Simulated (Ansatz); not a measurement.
## Ba2Tl5V3O12: relaxation of cell and atoms with PBEsol

Crystal: Ba2Tl5V3O12.

```
Ba V Tl O
1.0
     8.15421    0.00000    0.00000
    -4.07711    7.06176    0.00000
     0.00000    0.00000    6.92128
Ba V Tl O
2 3 5 12
Direct
  0.00000 0.00000 0.23552
  0.00000 0.00000 0.76448
  0.50000 0.00000 0.00000
  0.00000 0.50000 0.00000
  0.50000 0.50000 0.00000
  0.50000 0.00000 0.50000
  0.00000 0.50000 0.50000
  0.50000 0.50000 0.50000
  0.33333 0.66667 0.22489
  0.66667 0.33333 0.77511
  0.33890 0.34334 0.81444
  0.65666 0.99556 0.81444
  0.00444 0.66110 0.81444
  0.34334 0.33890 0.18556
  0.99556 0.65666 0.18556
  0.66110 0.00444 0.18556
  0.66110 0.65666 0.18556
  0.34334 0.00444 0.18556
  0.99556 0.33890 0.18556
  0.65666 0.66110 0.81444
  0.00444 0.34334 0.81444
  0.33890 0.99556 0.81444
```

The cell was built by a generator and needn't be a form met in nature.

```json
{
 "Program": "Ansatz 0.2.0",
 "Task": "relaxation of cell and atoms",
 "Functional": "PBEsol",
 "Potentials or basis": "Ansatz PAW",
 "Cutoff": "420 eV (not typed: the program's choice for these potentials)",
 "k mesh": "3 × 3 × 3",
 "Occupations": "fermi-dirac, width 0.05 eV",
 "Spin": "collinear spin, ferromagnetic start",
 "Starting moments": "[0.0, 0.0, 2.0, 2.0, 2.0, 0.0, 0.0, 0.0, 0.0, 0.0, 0.0, 0.0, 0.0, 0.0, 0.0, 0.0, 0.0, 0.0, 0.0, 0.0, 0.0, 0.0] μB"
}
```

```
Relaxed volume                         : 17.04 Å³/atom
Relaxed cell                           : a = 7.998 Å, b = 7.998 Å, c = 6.766 Å, α = 90.00°, β = 90.00°, γ = 120.00°
Space group after relaxing (to 0.05 Å) : P-3m1 (No. 164)
Energy gained by relaxing              : 12.4 meV/atom
Ionic steps                            : 9
Pressure after relaxing                : 0.0 GPa
Largest force after relaxing           : 0.005 eV/Å
Band gap on the k mesh                 : none (metal or under the smearing width)
Net moment                             : 0.00 μB per cell
Absolute moment                        : 0.00 μB per cell
```

Forces on the atoms (eV/Å):
```
Ba   0.000  0.000  0.003
Ba   0.000  0.000 -0.003
V    0.000  0.000  0.000
V    0.000  0.000  0.000
V    0.000  0.000  0.000
Tl   0.000  0.000  0.000
Tl   0.000  0.000  0.000
Tl   0.000  0.000  0.000
Tl   0.000  0.000  0.001
Tl   0.000  0.000 -0.001
O    0.002  0.005  0.001
O   -0.005 -0.001  0.001
O    0.003 -0.004  0.001
O    0.003  0.004 -0.001
O    0.002 -0.005 -0.001
O   -0.005  0.001 -0.001
O   -0.002 -0.005 -0.001
O    0.005  0.001 -0.001
O   -0.003  0.004 -0.001
O   -0.003 -0.004  0.001
O   -0.002  0.005  0.001
O    0.005 -0.001  0.001
```

Step by step:
```csv
step,energy change (eV),largest force (eV/Å),volume (Å³)
1,0.0000,0.2275,398.55
2,-0.2312,0.7552,378.15
3,-0.2950,0.3103,374.46
4,-0.3169,0.0240,376.30
5,-0.3175,0.0067,376.22
6,-0.3173,0.0030,376.28
7,-0.2737,0.0038,376.28
8,-0.2785,0.0050,374.82
9,-0.2735,0.0051,374.82
```

Final structure:
```
Ba V Tl O
1.0
     7.99812    0.00000    0.00000
    -3.99906    6.92657    0.00000
     0.00000    0.00000    6.76576
Ba V Tl O
2 3 5 12
Direct
  0.00000 0.00000 0.23793
  0.00000 0.00000 0.76207
  0.50000 0.00000 0.00000
  0.00000 0.50000 0.00000
  0.50000 0.50000 0.00000
  0.50000 0.00000 0.50000
  0.00000 0.50000 0.50000
  0.50000 0.50000 0.50000
  0.33333 0.66667 0.22852
  0.66667 0.33333 0.77148
  0.33688 0.34209 0.81115
  0.65791 0.99478 0.81115
  0.00522 0.66312 0.81115
  0.34209 0.33688 0.18885
  0.99478 0.65791 0.18885
  0.66312 0.00522 0.18885
  0.66312 0.65791 0.18885
  0.34209 0.00522 0.18885
  0.99478 0.33688 0.18885
  0.65791 0.66312 0.81115
  0.00522 0.34209 0.81115
  0.33688 0.99478 0.81115
```

Levels at points of the mesh, in eV from the Fermi level:
Spin up:
```
           k point  band 96  band 97  band 98  band 99  band 100  band 101
(0.00, 0.00, 0.00)    -0.96    -0.77    -0.59    -0.21      0.47      0.47
```
Spin down:
```csv
k point,band 94,band 95,band 96,band 97,band 98,band 99,band 100,band 101,band 102,band 103
"(0.00, 0.00, 0.00)",-1.20,-0.96,-0.96,-0.77,-0.59,-0.21,0.47,0.47,0.79,1.20
```

Run time: 2.1 min on 8 threads of AMD EPYC 7R43 64-Core Processor (Zen 3) (shared host), peak memory 2.4 GiB.

Caveat: the plane-wave basis is chosen anew once the cell has moved, so the energies of steps on either side of that aren't comparable; the pressure holds a Pulay correction of +0.4 GPa for the finite cutoff; semilocal functionals often make such compounds metallic where correlation or magnetic order opens a gap, which also shifts bond lengths; the PAW data sets come from PBE, with cores solved anew for the run's functional, which leaves a small shift of forces and pressure; the starting moments weren't kept. The run has no spin-orbit coupling, so splittings on Ba, Tl are missing.
